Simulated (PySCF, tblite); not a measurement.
# C₇H₁₁N− (doublet): geometry, infrared bands and EPR parameters

Aim: predict the infrared bands and EPR parameters of C₇H₁₁N− (doublet) (`CN[C@@]12[CH-][CH]C[C@@H]1C2`).

Programs: tblite 0.8.0 and PySCF 2.14.0, with density-fitted response routines of our own. Each step states its level of theory. These are calculated values for one molecule in the gas phase, unless marked as measured. Atoms are numbered from 0 throughout.

## 1. Starting geometry

19 atoms, charge -1, multiplicity 2; geometry from: force field or distance geometry start.

Bonds of the start (Å): C0–N1 1.47, N1–C2 1.45, C2–C3 1.48, C3–C4 1.44, C4–C5 1.50, C5–C6 1.51, C6–C7 1.52, C6–C2 1.52, C7–C2 1.50, C0–H8 1.09, C0–H9 1.09, C0–H10 1.09, N1–H11 1.01, C3–H12 1.07, C4–H13 1.08, C5–H14 1.10, C5–H15 1.08, C6–H16 1.08, C7–H17 1.08, C7–H18 1.08.

## 2. Optimising the geometry with GFN2-xTB

What the job is given:

```
{"job": {"kind": "relax", "xc": "GFN2-xTB", "basis": "xTB"}, "charge": -1, "multiplicity": 2}
C      2.629500    -0.200500    -0.012700
N      1.360500    -0.649100    -0.599800
C      0.201200    -0.093400     0.075000
C     -0.206900     1.283800    -0.301100
C     -1.620300     1.349100    -0.549900
C     -2.228500    -0.004500    -0.329500
C     -1.083900    -0.899100     0.076600
C     -0.307500    -0.681400     1.360500
H      3.461200    -0.691900    -0.519200
H      2.744400     0.882700    -0.118300
H      2.681900    -0.456800     1.048700
H      1.342500    -0.438000    -1.583500
H      0.456300     2.125600    -0.305200
H     -2.149600     2.246000    -0.828400
H     -2.988700     0.047200     0.459500
H     -2.690100    -0.365400    -1.237500
H     -1.102300    -1.882300    -0.362100
H     -0.728800    -0.031400     2.109300
H      0.219300    -1.531600     1.775000
```

Run with:

```bash
$ OMP_NUM_THREADS=1 python probes_run.py task.json out
```

One launch serves the whole session: the jobs run in the order shown.

**Question.** This job is followed by: GFN2-xTB harmonic vibrations, gas phase; UKS B3LYP, pcH-1 on C H N, non-relativistic, mean-field spin-orbit, GIAO. Predict these results of the whole session: strongest single infrared mode (GFN2-xTB); zero-point energy (GFN2-xTB); g(iso) (B3LYP); ⟨S²⟩; largest a(iso) (averaged by class).

As calculated:

| quantity | value |
| --- | --- |
| strongest single infrared mode (GFN2-xTB) | 2880 cm⁻¹, 492 km/mol |
| zero-point energy (GFN2-xTB) | 98.3 kcal/mol |
| g(iso) (B3LYP) | 2.00257 |
| ⟨S²⟩ | 0.754 (exact 0.75) |
| largest a(iso) (averaged by class) | 13C on C4, 99.0 MHz |

What this shows: Over 62 steps the energy fell by 0.373 eV; of the close pairs, C2–C7 changed most, 1.502 to 1.541 Å. No mode is imaginary among the 51: a minimum at this level. The strongest single mode, at 2880 cm⁻¹, moves mainly H12. GFN2-xTB is a fitted tight-binding method: band positions and strengths are rough. Its intensities can rank the bands wrongly. The largest spin populations lie on C4 (0.49 e), C3 (0.39 e). The isotropic g lies 0.3 ppt above the free-electron value. The records flag this anion as possibly unbound in the gas phase, so the basis may hold the extra electron. These values are for one conformer; the search (at its own cheap level) found 1 more, at 1.18 kcal/mol, and measured spectra average over such forms.
